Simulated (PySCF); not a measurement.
# Cl4Tl (Tl(Cl)4-): the cost of one run

Program: PySCF 2.14.0. Level of theory: B3LYP, Tl def2-SVP with ECP60, Cl def2-SVP; scalar-relativistic core potentials, no spin–orbit coupling. These are calculated values, not measurements.

3 further runs of the same task are left out: 2 for a known fault of the program, 1 that didn't finish.

## 1. The starting structure

5 atoms, charge -1, spin multiplicity 1.

Bond lengths: Tl1–Cl2 2.409 Å, Tl1–Cl3 2.409 Å, Tl1–Cl4 2.409 Å, Tl1–Cl5 2.409 Å. Angles: Cl2–Tl1–Cl3 90.0°, Cl2–Tl1–Cl4 180.0°, Cl2–Tl1–Cl5 90.0°, Cl3–Tl1–Cl4 90.0°, Cl3–Tl1–Cl5 180.0°, Cl4–Tl1–Cl5 90.0°.

As a file:

```xyz
5
charge -1, multiplicity 1
Tl    0.00000    0.00000    0.00000
Cl    2.40870    0.00000    0.00000
Cl    0.00000    2.40870    0.00000
Cl   -2.40870    0.00000    0.00000
Cl    0.00000   -2.40870    0.00000
```

Formal oxidation states: Tl +3.

## 2. SCF at the start, singlet

Input file run.py (the lines that set the calculation):

```python
mol = gto.M(atom='''
Tl     0.00000     0.00000     0.00000
Cl     2.40870     0.00000     0.00000
Cl     0.00000     2.40870     0.00000
Cl    -2.40870     0.00000     0.00000
Cl     0.00000    -2.40870     0.00000''',
    basis={'Tl': 'def2-SVP', 'Cl': 'def2-SVP'},
    ecp={'Tl': 'def2-SVP'},
    charge=-1, spin=0)
mf = dft.RKS(mol, xc='B3LYP')
mf.grids.atom_grid = (50, 194)
mf = mf.density_fit()  # fitting sets: Tl def2-universal-JKFIT, Cl def2-universal-JKFIT
mf.conv_tol = 1e-08; mf.max_cycle = 55
mf.kernel(dm0)  # dm0: free metal ions and neutral atoms
```

Started as:

```bash
OMP_NUM_THREADS=2 python run.py
```

**Question.** How long does this run take on 2 threads of Arm Neoverse V2, shared host, and how much memory does it need?

About 1.8 s, with a peak of 0.38 GiB.
